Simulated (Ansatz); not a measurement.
Run this with Ansatz 0.2.0 through its Python package and show what comes out.

`brh3o2sn.py`:
```python
"""Potential curve of BrH3O2Sn along one bond."""

import logging
import sys
import warnings

import ansatz
import numpy as np

logging.basicConfig(stream=sys.stdout, format="%(levelname)s:%(name)s:%(message)s")
logger = logging.getLogger("run")
logger.setLevel(logging.INFO)

GEOMETRY = """
O    -0.05840    1.53740   -0.71090
Sn   -0.04800   -0.07430    0.36510
O     1.60730   -1.04300   -0.02250
Br   -1.93320   -1.52550   -0.22590
H    -0.99700    1.96130   -0.55230
H    -0.11370    0.36140    2.06350
H     1.60420   -1.28530   -0.96260
"""

warnings.simplefilter("ignore", ansatz.DeckWarning)

system = ansatz.Crystal.molecule()
for line in GEOMETRY.strip().splitlines():
    symbol, *xyz = line.split()
    system = system.atom(symbol, [float(v) for v in xyz])

symbols = [site.symbol for site in system.cartesian_sites]
start = np.array([site.position_ang for site in system.cartesian_sites])
axis = (start[2] - start[1]) / np.linalg.norm(start[2] - start[1])
moving = [2, 6]
lengths, energies = [1.722, 1.8, 1.878, 1.957, 2.035, 2.113, 2.191, 2.309], []
for length in lengths:
    xyz = start.copy()
    xyz[moving] += (length - np.linalg.norm(start[2] - start[1])) * axis
    point = ansatz.Crystal.molecule()
    for symbol, xyz in zip(symbols, xyz):
        point = point.atom(symbol, xyz.tolist())
    calc = (
        point.calculation()
        .basis(gaussian="def2-SVP")
        .functional("pbe0")
        .accuracy("medium")
        .scf(lower_state_search="off")
    )
    data = calc.run().report
    energies.append(data["free_energy_ev"])
    logger.info(f"r = {length:6.3f} A  E = {energies[-1]:.5f} eV  <S^2> = {abs(data['mean_field']['state']['spin_squared']):.3f}")

# quartic fit about the minimum
fit = np.polynomial.Polynomial.fit(lengths, np.array(energies) - min(energies), 4).convert()
roots = [r.real for r in fit.deriv().roots() if abs(r.imag) < 1e-9 and fit.deriv(2)(r.real) > 0]
r_e = min(roots, key=lambda r: abs(r - lengths[int(np.argmin(energies))]))
logger.info(f"minimum of the fit at {r_e:.4f} A, force constant {fit.deriv(2)(r_e):.2f} eV/A^2")
```

```console
$ python brh3o2sn.py
INFO:run:r =  1.722 A  E = -79996.91856 eV  <S^2> = 0.000
INFO:run:r =  1.800 A  E = -79997.55685 eV  <S^2> = 0.000
INFO:run:r =  1.878 A  E = -79997.88608 eV  <S^2> = 0.000
INFO:run:r =  1.957 A  E = -79997.99762 eV  <S^2> = 0.000
INFO:run:r =  2.035 A  E = -79997.95533 eV  <S^2> = 0.000
INFO:run:r =  2.113 A  E = -79997.80987 eV  <S^2> = 0.000
INFO:run:r =  2.191 A  E = -79997.59620 eV  <S^2> = 0.000
INFO:run:r =  2.309 A  E = -79997.19785 eV  <S^2> = 0.000
INFO:run:minimum of the fit at 1.9688 A, force constant 23.52 eV/A^2
```

What to keep in mind:
- These settings explore the input space; basis and method may be short of convergence.
- The rest of the molecule is held rigid at a force-field or estimated start geometry, and the basis set is modest; single-reference methods fail as a bond breaks.
- def2 sets replace the cores of elements past krypton by effective core potentials.
- The orbitals are restricted, so S² is zero by construction.
- Wall time of the script: 18 s on 1 thread of Arm Neoverse V2, with other jobs on the host, peak memory 0.25 GiB.

(Lines on the test bed's own set-up are left out of the output.)
